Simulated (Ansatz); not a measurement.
# BrMg: the cost of one run

Computed with Ansatz 0.2.0, Gaussian basis. Level: def2-QZVPP, all electrons in the functionals, frozen cores in the correlation of double hybrids and RPA.

The runs, in order: PBE, BLYP, r2SCAN, B97M-V, PBE0, B3LYP, wB97M-V, B2PLYP, at charge 1, singlet; charge 1, triplet.

4 further runs of the same task are left out: 4 set aside as unsound or not needed.

### Step 1. The system

The geometry is a PBE0/def2-TZVP stationary point (not a proven minimum). No spin-orbit coupling is included. The filled d shell of Br may be among the frozen orbitals whatever the setting's name suggests; the logs give the count.

2 atoms, charge 1, spin multiplicity 1.

Atoms are counted from 1 here; the program's logs count them from 0.

Bond lengths: Br1–Mg2 2.256 Å.

No dispersion term is added; B97M-V, wB97M-V hold VV10 nonlocal correlation. B3LYP takes the VWN-RPA correlation.

The geometry shown and the zero of energy belong to the point charge 1, singlet. The yardstick, RCCSD(T), and other wave-function levels (R restricted, U unrestricted, valence and pair active spaces) come from earlier runs.

### Step 2. PBE, charge 1, singlet

Input file in.yaml:

```yaml
crystal:
  periodic: [false, false, false]
  atoms:
    - {symbol: Br, position_ang: [0.000000, 0.000000, 0.000000]}
    - {symbol: Mg, position_ang: [0.000000, 0.000000, 2.255700]}
basis:
  gaussian: {orbitals: "def2-QZVPP.json"}
total_charge: 1
hamiltonian: {xc: {name: PBE}}
output: {orbitals: {seedname: orbitals}}
```

On the command line:

```bash
$ ansatz run in.yaml --threads 1 --pin off --events-out ev --progress --plain --max-ram 2393MiB
```

**Question.** How long does this run take on 1 thread of Arm Neoverse V2, shared host?

About 2.6 s.
